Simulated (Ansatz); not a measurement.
# CH₆AlNSeSi: a ladder of functionals and wavefunction methods

An exercise on one series of results from a longer session: the logs are not shown, and one member is left open.

Computed with Ansatz 0.2.0, Gaussian basis. Level: functionals in def2-TZVPP, the program's frozen cores in correlated methods.

The runs, in order: LDA (SPW92), PBE-D4, revPBE-D4, BLYP-D4, r2SCAN-D4, B97M-V, PBE0-D4, B3LYP-D4, r2SCANh-D4, r2SCAN0-D4, HSE06-D4, BHLYP-D4, CAM-B3LYP-D4, LC-ωPBE, ωB97X-V, ωB97M-V, B2PLYP, PBE-QIDH; CCSD(T)/def2-SVP; CCSD(T)/def2-TZVPP; MP2/def2-QZVPP; extrapolation to the limit; RPA on PBE.

**The relaxed structure**

All runs share one geometry, relaxed beforehand with PBE0-D4 in a triple-zeta def2 set.

11 atoms, charge 0, spin multiplicity 1.

Atoms are counted from 1 here; the program's logs count them from 0.

Bond lengths: C1–Si2 1.866 Å, C1–H6 1.094 Å, C1–H7 1.093 Å, C1–H8 1.090 Å, Si2–N3 1.712 Å, Si2–Al4 2.336 Å, Si2–Se5 2.387 Å, N3–H9 1.009 Å, N3–H10 1.007 Å, Al4–Se5 2.298 Å, Al4–H11 1.579 Å. Angles: Si2–C1–H6 110.1°, Si2–C1–H7 110.6°, Si2–C1–H8 110.7°, H6–C1–H7 108.4°, H6–C1–H8 108.0°, H7–C1–H8 109.0°, C1–Si2–N3 106.5°, C1–Si2–Al4 127.1°, C1–Si2–Se5 110.1°, N3–Si2–Al4 124.9°, N3–Si2–Se5 117.7°, Al4–Si2–Se5 58.2°, Si2–N3–H9 120.0°, Si2–N3–H10 121.0°, H9–N3–H10 111.3°, Si2–Al4–Se5 62.0°, Si2–Al4–H11 162.0°, Se5–Al4–H11 135.9° and more.

Set-up of the first run:

in.yaml reads:

```yaml
crystal:
  periodic: [false, false, false]
  atoms:
    - {symbol: C, position_ang: [-1.153795, 0.535968, 1.074825]}
    - {symbol: Si, position_ang: [0.151218, -0.122363, -0.085728]}
    - {symbol: N, position_ang: [1.654850, 0.079311, 0.708203]}
    - {symbol: Al, position_ang: [-0.189372, -1.425113, -1.994756]}
    - {symbol: Se, position_ang: [-0.103027, 0.857553, -2.247421]}
    - {symbol: H, position_ang: [-0.944652, 1.581299, 1.322015]}
    - {symbol: H, position_ang: [-1.169913, -0.041624, 2.002215]}
    - {symbol: H, position_ang: [-2.139935, 0.490551, 0.611932]}
    - {symbol: H, position_ang: [1.806385, 0.877001, 1.306624]}
    - {symbol: H, position_ang: [2.512947, -0.223226, 0.277721]}
    - {symbol: H, position_ang: [-0.359309, -2.666356, -2.955030]}
basis:
  gaussian: {orbitals: def2-TZVPP}
hamiltonian: {xc: lda}
output: {orbitals: {seedname: orbitals}}
```

Command:

```
$ ansatz run in.yaml --threads 4 --pin off --events-out ev --progress --plain --max-ram 10444MiB
```

Among the steps run: LDA; PBE-D4 (GGA); revPBE-D4 (GGA); BLYP-D4 (GGA); r2SCAN-D4 (meta-GGA); B97M-V (meta-GGA); B3LYP-D4 (hybrid); r2SCANh-D4 (hybrid); r2SCAN0-D4 (hybrid); HSE06-D4 (hybrid); BHLYP-D4 (hybrid); CAM-B3LYP-D4 (range-separated); LC-ωPBE (range-separated); ωB97X-V (range-separated); ωB97M-V (range-separated); B2PLYP (double hybrid); PBE-QIDH (double hybrid).

One of the session's tables, all rows but one given; the rest of the session is left out.

It belongs to the step «Orbital energies across the functionals». 

| functional | HOMO (eV) | LUMO (eV) | gap (eV) |
| --- | --- | --- | --- |
| LDA (SPW92) | -5.23 | -2.55 | 2.68 |
| PBE-D4 | -5.11 | -2.35 | 2.76 |
| revPBE-D4 | -5.06 | -2.26 | 2.80 |
| BLYP-D4 | -4.96 | -2.18 | 2.78 |
| r2SCAN-D4 | -5.31 | -2.17 | 3.14 |
| B97M-V | -5.32 | -2.23 | 3.09 |
| PBE0-D4 | -6.08 | -1.65 | 4.43 |
| B3LYP-D4 | -5.89 | -1.79 | 4.10 |
| r2SCANh-D4 | -5.67 | -1.92 | 3.75 |
| r2SCAN0-D4 | -6.20 | -1.55 | 4.66 |
| HSE06-D4 | -5.70 | -2.01 | 3.68 |
| BHLYP-D4 | -6.93 | -0.85 | 6.08 |
| CAM-B3LYP-D4 | -7.23 | -0.67 | 6.56 |
| LC-ωPBE | ? | ? | ? |
| ωB97X-V | -8.16 | 0.22 | 8.38 |
| ωB97M-V | -7.98 | 0.01 | 7.98 |

**Question.** Estimate the row for LC-ωPBE.

As computed: HOMO (eV): -8.44; LUMO (eV): 0.30; gap (eV): 8.74. In the column «HOMO (eV)» it is the lowest.
